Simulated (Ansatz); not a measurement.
# As (Arsenolamprite): the cost of one run

All numbers are computed with the Python package of Ansatz 0.2.0. Level of theory: DFT PBE, plane waves, PAW.

## Step 1: The structure

It takes space group R-3m (No. 166, trigonal). Conventional cell: a = 3.762 Å, b = 3.762 Å, c = 10.542 Å, α = 90.00°, β = 90.00°, γ = 120.00°. Around As (site symmetry 3m) lie 3 As at 2.51 Å.

The script reads as.extxyz:

```xyz
2
Lattice="1.8807969 1.0858786 3.51406199 -1.8807969 1.0858786 3.51406199 0.0 -2.17175719 3.51406199" Properties=species:S:1:pos:R:3 pbc="T T T"
As    0.00000000   -0.00000000    8.15965195
As    0.00000000   -0.00000000    2.38253403
```

## Step 2: The script

run_alloy.py reads:

```python
'''Random Sb on the As sites of As.'''

import warnings

import ansatz as az
import numpy as np

FUNCTIONAL = 'PBE'
SMEARING = 'cold'
KMESH = (3, 3, 3)

warnings.simplefilter('ignore', az.DeckWarning)

cell = az.Crystal.from_extxyz('as.extxyz')

sites = cell.supercell(2, 2, 2).resolved().site_disorder().occupy('As', As=14, Sb=2)
rows = []
for seed in [9, 36, 3]:
    drawn = sites.random(seed=seed)
    base = (
        drawn.crystal.calculation()
        .functional(FUNCTIONAL)
        .occupations(SMEARING)
        .kpoints(*KMESH)
        .forces()
        .stress()
    )
    rep = base.run(threads=1, pin='off').report
    guests = [i for i, symbol in enumerate(drawn.occupants) if symbol == 'Sb']
    rows.append((seed, ' '.join(map(str, guests)), rep['free_energy_ev'], np.trace(rep['stress_gpa']) / 3, float(np.abs(rep['forces_ev_ang']).max()), rep['n_symmetry_ops']))
# unrelaxed cells on the host lattice
lowest = min(row[2] for row in rows)
rows = [(row[0], row[1], 1000 * (row[2] - lowest), *row[3:]) for row in rows]
print('          seed     guest sites  above lowest meV           P GPa  max force eV/A  symmetry operations')
for row in rows:
    print(f'{str(row[0]):>14s}  {row[1]:14s}  {row[2]:16.2f}  {row[3]:14.3f}  {row[4]:14.4f}  {row[5]:19d}')
```

## Step 3: The input behind the calls

The engine receives this input (first run):

```yaml
crystal:
  lattice:
    - [3.7615938, 2.1717572, 7.02812398]
    - [-3.7615938, 2.1717572, 7.02812398]
    - [0.0, -4.34351438, 7.02812398]
  atoms:
    - { symbol: As, position: [0.3869999998433017, 0.3869999998433017, 0.3870000016252688] }
    - { symbol: As, position: [0.11299999986355556, 0.11299999986355556, 0.11300000038387155] }
    - { symbol: As, position: [0.3869999998433017, 0.3869999998433017, 0.8870000016252688] }
    - { symbol: As, position: [0.11299999986355556, 0.11299999986355556, 0.6130000003838716] }
    - { symbol: As, position: [0.3869999998433017, 0.8869999998433017, 0.3870000016252688] }
    - { symbol: Sb, position: [0.11299999986355556, 0.6129999998635556, 0.11300000038387155] }
    - { symbol: As, position: [0.3869999998433017, 0.8869999998433017, 0.8870000016252688] }
    - { symbol: Sb, position: [0.11299999986355556, 0.6129999998635556, 0.6130000003838716] }
    - { symbol: As, position: [0.8869999998433017, 0.3869999998433017, 0.3870000016252688] }
    - { symbol: As, position: [0.6129999998635556, 0.11299999986355556, 0.11300000038387155] }
    - { symbol: As, position: [0.8869999998433017, 0.3869999998433017, 0.8870000016252688] }
    - { symbol: As, position: [0.6129999998635556, 0.11299999986355556, 0.6130000003838716] }
    - { symbol: As, position: [0.8869999998433017, 0.8869999998433017, 0.3870000016252688] }
    - { symbol: As, position: [0.6129999998635556, 0.6129999998635556, 0.11300000038387155] }
    - { symbol: As, position: [0.8869999998433017, 0.8869999998433017, 0.8870000016252688] }
    - { symbol: As, position: [0.6129999998635556, 0.6129999998635556, 0.6130000003838716] }
kpoints:
  mp_grid:
    grid: [3, 3, 3]
hamiltonian:
  xc: pbe
scf:
  occupations:
    method: cold
output:
  forces: true
  stress: true
```

## Step 4: The run

The run is started by

```sh
> python run_alloy.py
```

Q: Estimate wall time and peak memory on 1 thread of AMD EPYC 9R14 (Zen 4), shared host.

About 62 s, with a peak of 0.95 GiB.
